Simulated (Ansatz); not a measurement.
# Bi2Se3 (Paraguanajuatite): the cost of one run

Method: DFT PBEsol, scalar-relativistic, plane waves, PAW, in Ansatz 0.2.0.

## Step 1: The system as given

The structure is trigonal, space group R-3m (No. 166). Conventional cell: a = 4.143 Å, b = 4.143 Å, c = 28.636 Å, α = 90.00°, β = 90.00°, γ = 120.00°. Around Bi (site symmetry 3m) lie 6 Se at 2.85 to 3.07 Å. Se (site symmetry -3m) is surrounded by 6 Bi at 3.07 Å. Se (site symmetry 3m) is surrounded by 3 Bi at 2.85 Å.

Structure file:

```cif
data_structure
_symmetry_space_group_name_H-M 'R-3m:H'
_symmetry_Int_Tables_number 166
_cell_length_a 4.1430
_cell_length_b 4.1430
_cell_length_c 28.6360
_cell_angle_alpha 90.000
_cell_angle_beta 90.000
_cell_angle_gamma 120.000
_cell_volume 425.67
loop_
_atom_site_label
_atom_site_type_symbol
_atom_site_symmetry_multiplicity
_atom_site_Wyckoff_symbol
_atom_site_fract_x
_atom_site_fract_y
_atom_site_fract_z
_atom_site_occupancy
Bi1 Bi 6 c 0.66667 0.33333 0.73413 1
Se1 Se 3 a 0.00000 0.00000 0.00000 1
Se2 Se 6 c 0.33333 0.66667 0.87837 1
```

Source of the structure: the Crystallography Open Database.

(A quick probe on a coarse mesh, which set the mesh and smearing, is not shown.)

## Step 3: The relaxation

The input, input.yaml:

```yaml
crystal:
  lattice:
    - [2.0715, 1.1959810826, 9.5453333333]
    - [-2.0715, 1.1959810826, 9.5453333333]
    - [0.0, -2.3919621653, 9.5453333333]
  atoms:
    - { symbol: Bi, position: [0.4008, 0.4008, 0.4008] }
    - { symbol: Bi, position: [0.5992, 0.5992, 0.5992] }
    - { symbol: Se, position: [0.0, 0.0, 0.0] }
    - { symbol: Se, position: [0.2117, 0.2117, 0.2117] }
    - { symbol: Se, position: [0.7883, 0.7883, 0.7883] }
basis:
  ecutwfc: 420
kpoints:
  mp_grid: { grid: [12, 12, 12] }
hamiltonian:
  xc: pbesol
scf:
  occupations: { method: gaussian, width: 0.01 }
output:
  forces: true
  stress: true
  eigenvalues: true
relax:
  adjacent_minimum: "off"
  f_tol: 0.005
  max_steps: 80
  cell: { stress_tol: 0.05 }
```

Started as:

```
ansatz run input.yaml --threads 1 --pin off --max-ram 2560MiB --backend cpu --events-out ev --progress --plain --runs-dir out
```

What time and memory should one allow on 1 thread of Intel Xeon 6975P-C (Granite Rapids), shared host?

About 2.3 min, with a peak of 1.1 GiB.
